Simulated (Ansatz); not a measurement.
# HC16: the cost of one run

Method: DFT PBE, plane waves, PAW, scalar-relativistic, no spin polarisation, in Ansatz 0.2.0.

1 further run of the same task is left out (it didn't finish).

### Step 1. Starting point

The cell holds 17 atoms (C16H): a = 5.049 Å, b = 5.049 Å, c = 5.049 Å, α = 60.00°, β = 60.00°, γ = 60.00°.

Structure file:

```xyz
17
Lattice="0.0000 3.5700 3.5700 3.5700 0.0000 3.5700 3.5700 3.5700 0.0000" Properties=species:S:1:pos:R:3 pbc="T T T"
C     0.0000    0.0000    0.0000
C     0.8925    0.8925    0.8925
C     1.7850    1.7850    0.0000
C     2.6775    2.6775    0.8925
C     1.7850    0.0000    1.7850
C     2.6775    0.8925    2.6775
C     3.5700    1.7850    1.7850
C     4.4625    2.6775    2.6775
C     0.0000    1.7850    1.7850
C     0.8925    2.6775    2.6775
C     1.7850    3.5700    1.7850
C     2.6775    4.4625    2.6775
C     1.7850    1.7850    3.5700
C     2.6775    2.6775    4.4625
C     3.5700    3.5700    3.5700
C     4.4625    4.4625    4.4625
H     6.2634    4.5247    4.5298
```

### Step 2. Relaxing end A

input.yaml

```yaml
crystal:
  lattice:
    - [0.0, 3.57, 3.57]
    - [3.57, 0.0, 3.57]
    - [3.57, 3.57, 0.0]
  atoms:
    - { symbol: C, position: [0.0, 0.0, 0.0] }
    - { symbol: C, position: [0.125, 0.125, 0.125] }
    - { symbol: C, position: [0.0, 0.0, 0.5] }
    - { symbol: C, position: [0.125, 0.125, 0.625] }
    - { symbol: C, position: [0.0, 0.5, 0.0] }
    - { symbol: C, position: [0.125, 0.625, 0.125] }
    - { symbol: C, position: [0.0, 0.5, 0.5] }
    - { symbol: C, position: [0.125, 0.625, 0.625] }
    - { symbol: C, position: [0.5, 0.0, 0.0] }
    - { symbol: C, position: [0.625, 0.125, 0.125] }
    - { symbol: C, position: [0.5, 0.0, 0.5] }
    - { symbol: C, position: [0.625, 0.125, 0.625] }
    - { symbol: C, position: [0.5, 0.5, 0.0] }
    - { symbol: C, position: [0.625, 0.625, 0.125] }
    - { symbol: C, position: [0.5, 0.5, 0.5] }
    - { symbol: C, position: [0.625, 0.625, 0.625] }
    - { symbol: H, position: [0.3909183, 0.8779427, 0.8764986] }
total_charge: 1
basis:
  ecutwfc: 420.0
kpoints:
  mp_grid: { grid: [3, 3, 3] }
hamiltonian:
  xc: pbe
  pseudopotentials: { kind: paw, azcp: { folder: soft_1 } }
scf:
  occupations: { method: gaussian, width: 0.05 }
  lower_state_search: "off"
relax:
  f_tol: 0.03
  max_steps: 60
  adjacent_minimum: "off"
output:
  write_density: true
  write_potential: true
  elf: true
  volumetric_format: npy
```

Started as:

```
ansatz run input.yaml --threads 1 --pin off --max-ram 3072MiB --backend cpu --events-out ev --progress --plain --runs-dir out
```

What time and memory should one allow on 1 thread of Arm Neoverse V2, shared host?

About 56 s, with a peak of 0.34 GiB.
